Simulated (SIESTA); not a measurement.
Input of a SIESTA 5.4.2 run:

Contents of TiAu.fdf:

```
SystemName                      TiAu
SystemLabel                     TiAu
NumberOfSpecies                 2
NumberOfAtoms                   4
%block ChemicalSpeciesLabel
  1  79 Au
  2  22 Ti
%endblock ChemicalSpeciesLabel

LatticeConstant                 1.0 Ang
%block LatticeVectors
     4.6150713700     0.0000000000     0.0000000000
     0.0000000000     2.9551944000     0.0000000000
     0.0000000000     0.0000000000     4.9475130000
%endblock LatticeVectors
AtomicCoordinatesFormat         Fractional
%block AtomicCoordinatesAndAtomicSpecies
     0.7624400000     0.5076010000     0.6814770000  1  Au
     0.2517470000     0.5022670000     0.3260310000  1  Au
     0.7436210000    -0.0159470000     0.1859610000  2  Ti
     0.2541260000    -0.0127580000     0.8285600000  2  Ti
%endblock AtomicCoordinatesAndAtomicSpecies

%block kgrid.MonkhorstPack
    6   0   0  0.0
    0   9   0  0.0
    0   0   6  0.0
%endblock kgrid.MonkhorstPack
XC.Functional                   GGA
XC.Authors                      PBEsol
PAO.BasisSize                   DZP
PAO.EnergyShift                 0.003 Ry
Mesh.Cutoff                     800 Ry
OccupationFunction              FD
ElectronicTemperature           0.05 eV
MaxSCFIterations                120
SCF.MustConverge                false
SCF.Mixer.Method                Pulay
SCF.Mixer.Weight                0.25
SCF.Mixer.History               8
SCF.DM.Tolerance                5.0e-05
SCF.H.Tolerance                 1.0e-03 eV
WriteForces                     true
Charge.Mulliken                 end
%block PAO.Basis
  Au 5
  n=5 0 2
    2.662 0.000
  n=6 0 2
    6.968 0.000
  n=5 1 2
    3.170 0.000
  n=6 1 1
    6.968
  n=5 2 2
    5.436 0.000
  Ti 5
  n=3 0 2
    3.151 0.000
  n=4 0 2
    8.703 0.000
  n=3 1 2
    3.568 0.000
  n=4 1 1
    8.703
  n=3 2 2
    6.267 0.000
%endblock PAO.Basis
```

Potentials or basis: PseudoDojo 0.4 standard (PBEsol files), DZP (energy shift 0.003 Ry; two zetas on semicore shells).

The run is started by

```bash
$ siesta TiAu.fdf > TiAu.out 2>&1
```

(1) Predict the band gap on the k mesh.

(2) Estimate the largest force.

(3) Predict the pressure.

## Answers

(1) none (metal or under the smearing width).

(2) 0.484 eV/Å.

(3) -5.3 GPa.

Caveat: short orbitals over semicore shells can move pressures by several GPa; the basis of atomic orbitals isn't converged, which shifts pressures, moduli and gaps.
